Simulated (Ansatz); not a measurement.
**C8H24O4Si4: relaxing the atoms**

Aim: for C8H24O4Si4, 2 runs in a chain (relaxing the atoms).

Program: Ansatz 0.2.0. Level of theory: DFT B3LYP+D3(BJ), Gaussian basis def2-SVP, and further levels as typed in the inputs. These are calculated values, not measurements.

**1. The system as given**

Bond lengths (14 of 40 bonds, heavy atoms first): C1–Si2 1.870 Å, Si2–C3 1.874 Å, Si2–O4 1.735 Å, O4–Si5 1.732 Å, Si5–C6 1.870 Å, Si5–C7 1.874 Å, Si5–O8 1.735 Å, O8–Si9 1.732 Å, Si9–C10 1.874 Å, Si9–C11 1.870 Å, Si9–O12 1.735 Å, O12–Si13 1.732 Å, Si13–C14 1.874 Å, Si13–C15 1.870 Å. Angles (14 of 76 angles, heavy atoms first): C1–Si2–C3 104.9°, C1–Si2–O4 108.2°, C1–Si2–O16 109.2°, C3–Si2–O4 113.3°, C3–Si2–O16 108.1°, O4–Si2–O16 112.8°, Si2–O4–Si5 111.4°, O4–Si5–C6 109.2°, O4–Si5–C7 108.1°, O4–Si5–O8 112.8°, C6–Si5–C7 104.9°, C6–Si5–O8 108.2°, C7–Si5–O8 113.3°, Si5–O8–Si9 111.4°.

As a file:

```xyz
40

C     3.4235    1.0071   -0.8324
Si    1.7198    0.2443   -0.9509
C     1.6614   -0.5386   -2.6522
O     1.5492   -0.9035    0.3392
Si    0.2110   -1.9680    0.0655
C     0.8002   -3.4629   -0.8919
C    -0.3419   -2.6460    1.7223
O    -1.0716   -1.2203   -0.8330
Si   -1.9712   -0.1148    0.1505
C    -2.8026    1.1265   -0.9804
C    -3.3788   -1.0301    0.9748
O    -1.0062    0.6238    1.3892
Si    0.0405    1.8384    0.7350
C     1.4831    2.0581    1.9103
C    -0.8449    3.4859    0.7495
O     0.5286    1.5001   -0.8954
H     3.6138    1.3834    0.1906
H     3.5026    1.8447   -1.5553
H     4.1844    0.2381   -1.0776
H     1.9106    0.2303   -3.4117
H     2.4073   -1.3572   -2.7098
H     0.6468   -0.9306   -2.8645
H     1.0257   -3.1924   -1.9408
H     0.0047   -4.2359   -0.8853
H     1.7124   -3.8715   -0.4109
H     0.4922   -3.2218    2.1728
H    -1.2089   -3.3218    1.5761
H    -0.6134   -1.8195    2.4089
H    -3.3758    1.8561   -0.3730
H    -2.0491    1.6530   -1.5995
H    -3.5018    0.5894   -1.6534
H    -2.9984   -1.7005    1.7687
H    -3.9235   -1.6279    0.2155
H    -4.0736   -0.2952    1.4302
H     1.0990    2.4021    2.8923
H     2.1774    2.8229    1.5068
H     2.0157    1.0971    2.0551
H    -1.2915    3.6547    1.7507
H    -1.6412    3.5094   -0.0184
H    -0.1154    4.2930    0.5327
```

**2. Relaxing the atoms: C8H24O4Si4**

Input file input.yaml:

```yaml
relax:
  f_tol: 0.002
  max_steps: 200
crystal:
  periodic: [false, false, false]
  atoms:
    - { symbol: C, position_ang: [3.42347, 1.00711, -0.8324] }
    - { symbol: Si, position_ang: [1.71978, 0.24433, -0.95094] }
    - { symbol: C, position_ang: [1.66143, -0.53859, -2.6522] }
    - { symbol: O, position_ang: [1.54919, -0.90352, 0.33924] }
    - { symbol: Si, position_ang: [0.211, -1.96795, 0.06546] }
    - { symbol: C, position_ang: [0.80019, -3.46288, -0.89186] }
    - { symbol: C, position_ang: [-0.34194, -2.646, 1.72231] }
    - { symbol: O, position_ang: [-1.07161, -1.22034, -0.83298] }
    - { symbol: Si, position_ang: [-1.97125, -0.11479, 0.15045] }
    - { symbol: C, position_ang: [-2.80258, 1.12647, -0.9804] }
    - { symbol: C, position_ang: [-3.37875, -1.03015, 0.97476] }
    - { symbol: O, position_ang: [-1.00623, 0.6238, 1.38917] }
    - { symbol: Si, position_ang: [0.04046, 1.8384, 0.73503] }
    - { symbol: C, position_ang: [1.48309, 2.05812, 1.91029] }
    - { symbol: C, position_ang: [-0.84491, 3.48592, 0.7495] }
    - { symbol: O, position_ang: [0.52864, 1.50005, -0.89543] }
    - { symbol: H, position_ang: [3.61383, 1.38339, 0.19057] }
    - { symbol: H, position_ang: [3.50259, 1.84467, -1.5553] }
    - { symbol: H, position_ang: [4.18435, 0.23811, -1.07764] }
    - { symbol: H, position_ang: [1.91061, 0.23035, -3.41174] }
    - { symbol: H, position_ang: [2.40732, -1.35723, -2.70979] }
    - { symbol: H, position_ang: [0.64679, -0.93061, -2.8645] }
    - { symbol: H, position_ang: [1.02569, -3.19236, -1.94079] }
    - { symbol: H, position_ang: [0.00469, -4.23592, -0.88529] }
    - { symbol: H, position_ang: [1.71238, -3.87153, -0.41095] }
    - { symbol: H, position_ang: [0.49218, -3.22182, 2.1728] }
    - { symbol: H, position_ang: [-1.20893, -3.32184, 1.5761] }
    - { symbol: H, position_ang: [-0.61336, -1.81949, 2.40894] }
    - { symbol: H, position_ang: [-3.37577, 1.85614, -0.37305] }
    - { symbol: H, position_ang: [-2.04911, 1.65303, -1.59948] }
    - { symbol: H, position_ang: [-3.50177, 0.58936, -1.65339] }
    - { symbol: H, position_ang: [-2.99836, -1.70046, 1.76866] }
    - { symbol: H, position_ang: [-3.92346, -1.62785, 0.21555] }
    - { symbol: H, position_ang: [-4.07359, -0.29517, 1.43021] }
    - { symbol: H, position_ang: [1.09898, 2.40211, 2.89233] }
    - { symbol: H, position_ang: [2.17738, 2.82293, 1.50675] }
    - { symbol: H, position_ang: [2.01568, 1.09706, 2.05505] }
    - { symbol: H, position_ang: [-1.29152, 3.65471, 1.7507] }
    - { symbol: H, position_ang: [-1.64116, 3.50943, -0.01844] }
    - { symbol: H, position_ang: [-0.11545, 4.29298, 0.53273] }
basis:
  gaussian: { orbitals: def2-SVP }
hamiltonian:
  xc: { name: B3LYP }
  dispersion: d3bj
```

On the command line:

```sh
> ansatz run input.yaml --threads 8 --pin off --max-ram 20480MiB --backend cpu --events-out ev --progress --plain --runs-dir out
```

Standard output (excerpt; [...] marks lines left out):

```text
Warning: RAYON_NUM_THREADS=8 ignored (pool sized by the plan → 8); use --threads N
[...]
Functional definition: B3LYP
[...]
3852 factors; integrals over basis functions are off by at most 5.5e-4 eV
[...]
mean field -48378.25085259 eV, -1777.8679268763 hartree, gradient 8.1e-5 eV, S^2 0.000000; 0 other end points of the search recorded, 0 dependent functions left out
[...]
reference -48378.25128836 eV, -1777.8679428907 hartree; 80, 80 occupied and 280, 280 virtual orbitals, 3852 factors
relax step   1: F+E_penalty+E_count = -48380.84449949 eV  Δ(F+E_penalty+E_count) = +0.000e0 eV  max|allowed force component| = 2.466e0 eV/Å  Δτ_max = 0.0000 Å  (28 SCF iters, accepted)
[...]
relax step   5: F+E_penalty+E_count = -48382.27387268 eV  Δ(F+E_penalty+E_count) = -4.407e-2 eV  max|allowed force component| = 3.441e-1 eV/Å  Δτ_max = 0.1455 Å  (29 SCF iters, accepted)
[...]
relax step   9: F+E_penalty+E_count = -48382.31347276 eV  Δ(F+E_penalty+E_count) = -3.363e-3 eV  max|allowed force component| = 4.493e-2 eV/Å  Δτ_max = 0.0863 Å  (29 SCF iters, accepted)
[...]
relax step  13: F+E_penalty+E_count = -48382.31965528 eV  Δ(F+E_penalty+E_count) = -2.419e-4 eV  max|allowed force component| = 1.435e-2 eV/Å  Δτ_max = 0.0204 Å  (30 SCF iters, accepted)
[...]
relax step  15: F+E_penalty+E_count = -48382.31976588 eV  Δ(F+E_penalty+E_count) = -1.047e-5 eV  max|allowed force component| = 2.849e-3 eV/Å  Δτ_max = 0.0022 Å  (21 SCF iters, accepted)
[...]
Atom 24 at     1.609308    -4.093563    -0.558160 Å, force    -0.000159     0.000030     0.000110 eV/Å
Atom 25 at     1.179748    -2.746158     2.393107 Å, force     0.000315     0.000044    -0.000059 eV/Å
Atom 26 at    -0.559247    -3.118005     2.234777 Å, force    -0.000097    -0.000224    -0.000068 eV/Å
Atom 27 at    -0.027592    -1.435754     2.500489 Å, force     0.000043     0.000242     0.000423 eV/Å
Atom 28 at    -3.314804     1.558049    -1.270233 Å, force    -0.000204     0.000063     0.000136 eV/Å
Atom 29 at    -1.732947     1.158561    -1.992290 Å, force     0.000182     0.000142    -0.000432 eV/Å
Atom 30 at    -3.120017     0.058028    -2.218620 Å, force     0.000023    -0.000310    -0.000091 eV/Å
Atom 31 at    -3.183920    -1.367905     1.929736 Å, force     0.000085    -0.000218     0.000376 eV/Å
Atom 32 at    -4.115148    -1.594936     0.424752 Å, force     0.000030     0.000190    -0.000034 eV/Å
Atom 33 at    -4.237396    -0.060474     1.330689 Å, force    -0.000271     0.000206     0.000231 eV/Å
Atom 34 at     0.612107     1.823054     3.310883 Å, force    -0.000297    -0.000053     0.000118 eV/Å
Atom 35 at     1.991159     2.380331     2.323412 Å, force     0.000063     0.000241    -0.000042 eV/Å
Atom 36 at     1.549137     0.651904     2.343029 Å, force     0.000179    -0.000357     0.000283 eV/Å
Atom 37 at    -1.268675     3.918079     1.642494 Å, force     0.000189    -0.000046    -0.000012 eV/Å
Atom 38 at    -1.316703     3.739145    -0.132156 Å, force    -0.000271     0.000094    -0.000338 eV/Å
Atom 39 at     0.143420     4.390757     0.656188 Å, force     0.000198     0.000340    -0.000119 eV/Å
Dipole moment:    -0.000000     0.000000     0.000000 e Å
```

Wall time 2.7 min (8 threads of Intel Xeon 6975P-C (Granite Rapids), shared host); peak memory 3 GiB.

The steps of the relaxation:

| step | E - E(step 1) (eV) | largest force component (eV/Å) |
| --- | --- | --- |
| 1 | 0.0000 | 2.4663 |
| 2 | -0.8499 | 1.3389 |
| 3 | -1.2434 | 0.5833 |
| 4 | -1.3853 | 0.4627 |
| 5 | -1.4294 | 0.3441 |
| 6 | -1.4547 | 0.1366 |
| 7 | -1.4623 | 0.0377 |
| 8 | -1.4656 | 0.0292 |
| 9 | -1.4690 | 0.0449 |
| 10 | -1.4715 | 0.0494 |
| 11 | -1.4735 | 0.0410 |
| 12 | -1.4749 | 0.0239 |
| 13 | -1.4752 | 0.0144 |
| 14 | -1.4753 | 0.0048 |
| 15 | -1.4753 | 0.0028 |
| 16 | -1.4753 | 0.0017 |

Step 1 is the start.

Before: Bond lengths (14 of 40 bonds, heavy atoms first): C1–Si2 1.870 Å, Si2–C3 1.874 Å, Si2–O4 1.735 Å, O4–Si5 1.732 Å, Si5–C6 1.870 Å, Si5–C7 1.874 Å, Si5–O8 1.735 Å, O8–Si9 1.732 Å, Si9–C10 1.874 Å, Si9–C11 1.870 Å, Si9–O12 1.735 Å, O12–Si13 1.732 Å, Si13–C14 1.874 Å, Si13–C15 1.870 Å. Angles (14 of 76 angles, heavy atoms first): C1–Si2–C3 104.9°, C1–Si2–O4 108.2°, C1–Si2–O16 109.2°, C3–Si2–O4 113.3°, C3–Si2–O16 108.1°, O4–Si2–O16 112.8°, Si2–O4–Si5 111.4°, O4–Si5–C6 109.2°, O4–Si5–C7 108.1°, O4–Si5–O8 112.8°, C6–Si5–C7 104.9°, C6–Si5–O8 108.2°, C7–Si5–O8 113.3°, Si5–O8–Si9 111.4°.

After: Bond lengths (14 of 40 bonds, heavy atoms first): C1–Si2 1.865 Å, Si2–C3 1.868 Å, Si2–O4 1.669 Å, O4–Si5 1.669 Å, Si5–C6 1.865 Å, Si5–C7 1.868 Å, Si5–O8 1.669 Å, O8–Si9 1.669 Å, Si9–C10 1.868 Å, Si9–C11 1.865 Å, Si9–O12 1.669 Å, O12–Si13 1.669 Å, Si13–C14 1.868 Å, Si13–C15 1.865 Å. Angles (14 of 76 angles, heavy atoms first): C1–Si2–C3 113.7°, C1–Si2–O4 107.6°, C1–Si2–O16 109.3°, C3–Si2–O4 109.9°, C3–Si2–O16 107.8°, O4–Si2–O16 108.3°, Si2–O4–Si5 136.6°, O4–Si5–C6 109.3°, O4–Si5–C7 107.8°, O4–Si5–O8 108.3°, C6–Si5–C7 113.7°, C6–Si5–O8 107.6°, C7–Si5–O8 109.9°, Si5–O8–Si9 136.6°.

**3. Relaxing the atoms: LDA, Gaussian basis def2-TZVP**

It takes the final geometry of step 2.

Input file input.yaml:

```yaml
relax:
  f_tol: 0.001
  max_steps: 200
crystal:
  periodic: [false, false, false]
  atoms:
    - { symbol: C, position_ang: [3.57397878, 0.84911552, -0.9391738] }
    - { symbol: Si, position_ang: [1.78497349, 0.34574097, -1.09319561] }
    - { symbol: C, position_ang: [1.25704278, -0.02869026, -2.84531428] }
    - { symbol: O, position_ang: [1.55285684, -0.99682072, -0.12952351] }
    - { symbol: Si, position_ang: [0.32350284, -2.09143429, 0.14832424] }
    - { symbol: C, position_ang: [0.64440572, -3.64130507, -0.83786567] }
    - { symbol: C, position_ang: [0.2218167, -2.37984904, 1.99095993] }
    - { symbol: O, position_ang: [-1.10473845, -1.42773821, -0.40362531] }
    - { symbol: Si, position_ang: [-2.11362573, -0.17643285, 0.04700855] }
    - { symbol: C, position_ang: [-2.62309973, 0.73243366, -1.50322606] }
    - { symbol: C, position_ang: [-3.54820798, -0.86239402, 1.02121574] }
    - { symbol: O, position_ang: [-1.2626368, 0.84730707, 1.05338241] }
    - { symbol: Si, position_ang: [0.00514644, 1.92212324, 0.89786586] }
    - { symbol: C, position_ang: [1.14423725, 1.67610262, 2.35758345] }
    - { symbol: C, position_ang: [-0.67017954, 3.65458054, 0.75582665] }
    - { symbol: O, position_ang: [0.81451547, 1.57724891, -0.52023055] }
    - { symbol: H, position_ang: [3.82674197, 1.03674244, 0.11655494] }
    - { symbol: H, position_ang: [3.7745132, 1.77041751, -1.50908355] }
    - { symbol: H, position_ang: [4.24260822, 0.05778673, -1.31408942] }
    - { symbol: H, position_ang: [1.32815832, 0.86507329, -3.48536695] }
    - { symbol: H, position_ang: [1.88288899, -0.82037739, -3.28795335] }
    - { symbol: H, position_ang: [0.21139819, -0.37471377, -2.85122543] }
    - { symbol: H, position_ang: [0.67387736, -3.40798605, -1.91413232] }
    - { symbol: H, position_ang: [-0.14863599, -4.38807228, -0.67278423] }
    - { symbol: H, position_ang: [1.60930757, -4.09356338, -0.55815979] }
    - { symbol: H, position_ang: [1.17974848, -2.74615842, 2.39310699] }
    - { symbol: H, position_ang: [-0.55924661, -3.11800518, 2.23477735] }
    - { symbol: H, position_ang: [-0.02759155, -1.435754, 2.50048905] }
    - { symbol: H, position_ang: [-3.31480434, 1.5580487, -1.27023277] }
    - { symbol: H, position_ang: [-1.73294706, 1.15856134, -1.99228972] }
    - { symbol: H, position_ang: [-3.12001675, 0.05802845, -2.21862049] }
    - { symbol: H, position_ang: [-3.18391987, -1.36790455, 1.92973626] }
    - { symbol: H, position_ang: [-4.11514818, -1.59493635, 0.42475193] }
    - { symbol: H, position_ang: [-4.23739559, -0.0604744, 1.33068898] }
    - { symbol: H, position_ang: [0.61210698, 1.82305362, 3.31088345] }
    - { symbol: H, position_ang: [1.99115886, 2.38033086, 2.32341182] }
    - { symbol: H, position_ang: [1.54913748, 0.65190352, 2.34302921] }
    - { symbol: H, position_ang: [-1.26867549, 3.91807924, 1.64249433] }
    - { symbol: H, position_ang: [-1.31670261, 3.73914511, -0.1321559] }
    - { symbol: H, position_ang: [0.14342034, 4.39075687, 0.65618755] }
basis:
  gaussian: { orbitals: def2-TZVP }
hamiltonian:
  xc: lda
```

On the command line:

```sh
> ansatz run input.yaml --threads 8 --pin off --max-ram 20480MiB --backend cpu --events-out ev --progress --plain --runs-dir out
```

Standard output (excerpt; [...] marks lines left out):

```text
Warning: RAYON_NUM_THREADS=8 ignored (pool sized by the plan → 8); use --threads N
[...]
Functional definition: SPW92
[...]
4108 factors; their error is unknown
[...]
mean field -48142.83412592 eV, -1769.2165217427 hartree, gradient 4.2e-5 eV, S^2 0.000000; 0 other end points of the search recorded, 0 dependent functions left out
[...]
reference -48142.83420029 eV, -1769.2165244756 hartree; 80, 80 occupied and 584, 584 virtual orbitals, 4108 factors
relax step   1: F+E_penalty+E_count = -48142.83412592 eV  Δ(F+E_penalty+E_count) = +0.000e0 eV  max|allowed force component| = 5.723e-1 eV/Å  Δτ_max = 0.0000 Å  (36 SCF iters, accepted)
[...]
relax step   4: F+E_penalty+E_count = -48142.98107010 eV  Δ(F+E_penalty+E_count) = -3.128e-4 eV  max|allowed force component| = 1.053e-2 eV/Å  Δτ_max = 0.0052 Å  (35 SCF iters, accepted)
[...]
Atom 30 at    -3.006767     0.068744    -2.246417 Å, force     0.000014    -0.000078     0.000032 eV/Å
Atom 31 at    -3.161153    -1.374896     1.860875 Å, force    -0.000263    -0.000059    -0.000007 eV/Å
Atom 32 at    -4.073070    -1.572524     0.339731 Å, force     0.000082     0.000088    -0.000019 eV/Å
Atom 33 at    -4.194365    -0.049713     1.264869 Å, force     0.000080     0.000167    -0.000068 eV/Å
Atom 34 at     0.616281     1.708912     3.285054 Å, force    -0.000082     0.000003    -0.000023 eV/Å
Atom 35 at     1.991686     2.280915     2.302300 Å, force     0.000014     0.000186    -0.000161 eV/Å
Atom 36 at     1.533342     0.554537     2.275048 Å, force     0.000131     0.000041     0.000252 eV/Å
Atom 37 at    -1.239452     3.842371     1.696491 Å, force     0.000082    -0.000084    -0.000032 eV/Å
Atom 38 at    -1.316884     3.688567    -0.079706 Å, force    -0.000034     0.000235     0.000129 eV/Å
Atom 39 at     0.158617     4.322914     0.694478 Å, force     0.000166    -0.000106     0.000000 eV/Å
Dipole moment:    -0.000000     0.000000    -0.000000 e Å
```

It took 96 s on 8 threads of Intel Xeon 6975P-C (Granite Rapids), shared host; peak memory 3.3 GiB.

The steps of the relaxation:

```
step  energy from step 1 (eV)  largest force component (eV/Å)
   1                   0.0000                          0.5723
   2                  -0.1088                          0.3674
   3                  -0.1466                          0.0236
   4                  -0.1469                          0.0105
   5                  -0.1471                          0.0048
   6                  -0.1473                          0.0087
   7                  -0.1474                          0.0073
   8                  -0.1474                          0.0032
   9                  -0.1475                          0.0018
  10                  -0.1475                          0.0037
  11                  -0.1475                          0.0020
  12                  -0.1475                          0.0016
  13                  -0.1475                          0.0012
  14                  -0.1475                          0.0006
```

Step 1 is the start.

Before: Bond lengths (14 of 40 bonds, heavy atoms first): C1–Si2 1.865 Å, Si2–C3 1.868 Å, Si2–O4 1.669 Å, O4–Si5 1.669 Å, Si5–C6 1.865 Å, Si5–C7 1.868 Å, Si5–O8 1.669 Å, O8–Si9 1.669 Å, Si9–C10 1.868 Å, Si9–C11 1.865 Å, Si9–O12 1.669 Å, O12–Si13 1.669 Å, Si13–C14 1.868 Å, Si13–C15 1.865 Å. Angles (14 of 76 angles, heavy atoms first): C1–Si2–C3 113.7°, C1–Si2–O4 107.6°, C1–Si2–O16 109.3°, C3–Si2–O4 109.9°, C3–Si2–O16 107.8°, O4–Si2–O16 108.3°, Si2–O4–Si5 136.6°, O4–Si5–C6 109.3°, O4–Si5–C7 107.8°, O4–Si5–O8 108.3°, C6–Si5–C7 113.7°, C6–Si5–O8 107.6°, C7–Si5–O8 109.9°, Si5–O8–Si9 136.6°.

After: Bond lengths (14 of 40 bonds, heavy atoms first): C1–Si2 1.841 Å, Si2–C3 1.845 Å, Si2–O4 1.642 Å, O4–Si5 1.643 Å, Si5–C6 1.841 Å, Si5–C7 1.845 Å, Si5–O8 1.642 Å, O8–Si9 1.643 Å, Si9–C10 1.845 Å, Si9–C11 1.841 Å, Si9–O12 1.642 Å, O12–Si13 1.643 Å, Si13–C14 1.845 Å, Si13–C15 1.841 Å. Angles (14 of 76 angles, heavy atoms first): C1–Si2–C3 114.0°, C1–Si2–O4 107.4°, C1–Si2–O16 109.2°, C3–Si2–O4 109.9°, C3–Si2–O16 107.5°, O4–Si2–O16 108.7°, Si2–O4–Si5 135.4°, O4–Si5–C6 109.2°, O4–Si5–C7 107.5°, O4–Si5–O8 108.7°, C6–Si5–C7 114.0°, C6–Si5–O8 107.4°, C7–Si5–O8 109.9°, Si5–O8–Si9 135.4°.

**4. The runs side by side**

```
step                                  level  energy (eV)  charge  2S+1 typed  ⟨S²⟩  dipole (D)     time
   2  B3LYP+D3(BJ), Gaussian basis def2-SVP   -48382.320       0           1  0.00        0.00  2.7 min
   3          LDA, Gaussian basis def2-TZVP   -48142.982       0           1  0.00        0.00     96 s
```

Totals of different systems or levels have different zeros; only balanced differences at one level mean anything.

In words: The rows set the runs side by side; convergence of the settings was not tested in this session.
